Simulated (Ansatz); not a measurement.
# EuSb (antiNiAs): equation of state

An exercise on one series of results from a longer session: the logs are not shown, and one member is left open.

Program: Ansatz 0.2.0. Level of theory: DFT PBE, scalar-relativistic, plane waves, PAW. These are calculated values, not measurements.

2 further runs of the same task are left out: 2 that didn't finish. Runs told in other sessions of the task aren't counted.

## The starting structure

Symmetry: P6_3/mmc, No. 194, hexagonal system. The conventional cell has a = 4.908 Å, b = 4.908 Å, c = 6.623 Å, α = 90.00°, β = 90.00°, γ = 120.00°. Eu (site symmetry -6m2) has 6 Sb at 3.28 Å in its first shell of neighbours. Around Sb (site symmetry -3m) lie 6 Eu at 3.28 Å and 2 Sb at 3.31 Å.

Structure file:

```
CELL_PARAMETERS angstrom
4.90838 0.00000 0.00000
-2.45419 4.25078 0.00000
0.00000 0.00000 6.62251
ATOMIC_POSITIONS crystal
Eu 0.33333 0.66667 0.25000
Eu 0.66667 0.33333 0.75000
Sb 0.00000 0.00000 0.00000
Sb 0.00000 0.00000 0.50000
```

An earlier run at PBE left this cell at 34.544 Å³/atom and -0.01 GPa (8×8×6 mesh).

Volume factors to run: 0.980, 1.020, 0.960, 1.040, 1.070, 1.100, 0.945.

The first run:

File input.yaml:

```yaml
crystal:
  lattice:
    - [4.8754388876, 0.0, 0.0]
    - [-2.4377194438, 4.2222539313, 0.0]
    - [0.0, 0.0, 6.5780577383]
  atoms:
    - { symbol: Eu, position: [0.3333333333, 0.6666666667, 0.25], spin: 7.42 }
    - { symbol: Eu, position: [0.6666666667, 0.3333333333, 0.75], spin: 7.42 }
    - { symbol: Sb, position: [0.0, 0.0, 0.0] }
    - { symbol: Sb, position: [0.0, 0.0, 0.5] }
basis:
  ecutwfc: 420
  ecutrho_ratio: 4
kpoints:
  mp_grid: { grid: [8, 8, 6] }
hamiltonian:
  xc: pbe
scf:
  occupations: { method: gaussian, width: 0.05 }
output:
  forces: true
  stress: true
  eigenvalues: true
  populations: true
magnetization:
  spin_polarized: true
relax:
  f_tol: 0.01
  max_steps: 40
  cell: { stress_tol: 0.1, fix: [volume] }
```

Command:

```
$ ansatz run input.yaml --threads 2 --pin off --max-ram 2662MiB --backend cpu --events-out ev --progress --plain --runs-dir out
```

Among the steps run: At 0.980 of the relaxed volume; Scaling the volume by 1.020; At 0.960 of the relaxed volume; Scaling the volume by 1.040; Volume × 1.070; Scaling the volume by 1.100; Volume × 0.945.

One of the session's tables, all rows but one given; the rest of the session is left out.

It belongs to the step «The fit». 

| volume (Å³/atom) | energy (meV/atom) | pressure (GPa) | moment of atom 1 (μB) |
| --- | --- | --- | --- |
| 32.644 | 13.18 | 2.33 | 6.72 |
| 33.162 | 6.79 | 1.63 | 6.73 |
| 33.853 | 1.64 | 0.77 | 6.74 |
| 34.544 | 0.00 | -0.01 | 6.75 |
| 35.235 | ? | ? | ? |
| 35.926 | 6.09 | -1.36 | 6.76 |
| 36.962 | 17.66 | -2.20 | 6.78 |
| 37.998 | 34.34 | -2.93 | 6.79 |

Q: Estimate the row for volume (Å³/atom) = 35.235 from the others.

Worked estimate for «energy (meV/atom)». A straight line through the neighbours (34.544, 0.00) and (35.926, 6.09) gives 0.00 + (6.09 − 0.00) × (35.235 − 34.544) / (35.926 − 34.544) = 3.04; a parabola fitted to 4 rows on both sides gives 1.65.

The run gave: energy (meV/atom): 1.59; pressure (GPa): -0.72; moment of atom 1 (μB): 6.76. In «energy (meV/atom)» the line misses by +1.45 and the parabola by +0.06.

Limits of these values: Warnings in the runs' records: given moment on shells.
